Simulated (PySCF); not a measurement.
# Ni⁺: excitation energies in dyall-av2z

Aim: the excitation energy of nickel from differences of total energies, at each level of theory, and how far each lands from the tabulated value where there is one.

Program: PySCF 2.14.0. Level of theory: unrestricted determinants in a Gaussian basis, no spin-orbit coupling in the energies. These are calculated values, not measurements, unless marked.

### 1 Starting point

* Element: nickel (Z = 28)
* Basis: dyall-av2z (16s12p7d2f, 101 functions)
* Hamiltonian: no relativity, point nucleus
* State 1: Ni⁺: [Ar] 3d8 4p1, one real determinant (an excited configuration)
* State 2: Ni⁺: [Ar] 3d8 4s1, high-spin 4F determinant (an excited configuration)
* Needed too, but not shown: Ni⁺ [Ar] 3d9 (2D)
* Methods: CCSD(T)
* Core shells frozen in the correlated runs: valence: [Ar] (for Ni⁺)

Outer shells as boxes (Hund's rule):

Ni+ [Ar] 3d8 4p1
```
[Ar] core
3d [↑↓][↑↓][↑↓][↑ ][↑ ]
4p [↑ ][  ][  ]
```

Ni+ [Ar] 3d8 4s1
```
[Ar] core
3d [↑↓][↑↓][↑↓][↑ ][↑ ]
4s [↑ ]
```

One driver process ran all states and methods and kept the integrals in memory. Each run is shown as a PySCF script that sums up its settings (the driver passes frozen orbitals as a list and adds second-order terms of double hybrids); the logs are those of the runs themselves. The driver starts from symmetry-adapted Hartree-Fock orbitals, holds the occupation by maximum overlap and uses a logarithmic radial grid for functionals, so a plain start would take other cycles.

The integrals over 101 functions and the set-up took 0.2 s of CPU time.

### 2 Ni⁺ [Ar] 3d8 4p1, at CCSD(T) (valence)

**CCSD(T) (valence)**

input.py

```python
from pyscf import gto, scf, dft, mp, cc
import basis_set_exchange as bse
mol = gto.M(atom="Ni 0 0 0", charge=1, spin=3, symmetry="D2h",
            basis=gto.basis.parse(bse.get_basis("dyall-av2z", elements=["Ni"], fmt="nwchem")))
mf = scf.UHF(mol)
mf.irrep_nelec = {'Ag': (5, 3), 'B1g': (1, 1), 'B2g': (1, 1), 'B3g': (1, 1), 'B1u': (2, 2), 'B2u': (3, 2), 'B3u': (2, 2)}
mf.kernel()
mycc = cc.CCSD(mf, frozen=9).run()
mycc.ccsd_t()
```

### 3 Ni⁺ [Ar] 3d8 4s1: CCSD(T) (valence)

**CCSD(T) (valence)**

Edit input.py of step 2 so:

```diff
@@ -5,3 +5,3 @@
 mf = scf.UHF(mol)
-mf.irrep_nelec = {'Ag': (5, 3), 'B1g': (1, 1), 'B2g': (1, 1), 'B3g': (1, 1), 'B1u': (2, 2), 'B2u': (3, 2), 'B3u': (2, 2)}
+mf.irrep_nelec = {'Ag': (6, 3), 'B1g': (1, 1), 'B2g': (1, 1), 'B3g': (1, 1), 'B1u': (2, 2), 'B2u': (2, 2), 'B3u': (2, 2)}
 mf.kernel()
```

What does the calculation give?

**Answer**, as computed:

| quantity | value |
| --- | --- |
| excitation energy, Ni⁺ → [Ar] 3d8 4p1 | UHF 4.350, CCSD(T) (valence) 6.352 eV |
| excitation energy, Ni⁺ → [Ar] 3d8 4s1 | UHF -0.697, CCSD(T) (valence) 1.083 eV; reference 1.085 |

Accuracy by level (over 2 differences):

```
           method  mean absolute miss against CCSD(T) (valence) (eV)
              UHF                                              1.891
    MP2 (valence)                                              0.594
SCS-MP2 (valence)                                              0.438
   CCSD (valence)                                              0.141
CCSD(T) (valence)                                              0.000
```

For the first difference the methods span 2.621 eV, from UHF (4.350) to MP2 (valence) (6.970). No reference value is at hand in this session. All values hold for this basis alone; no basis-set limit was taken.
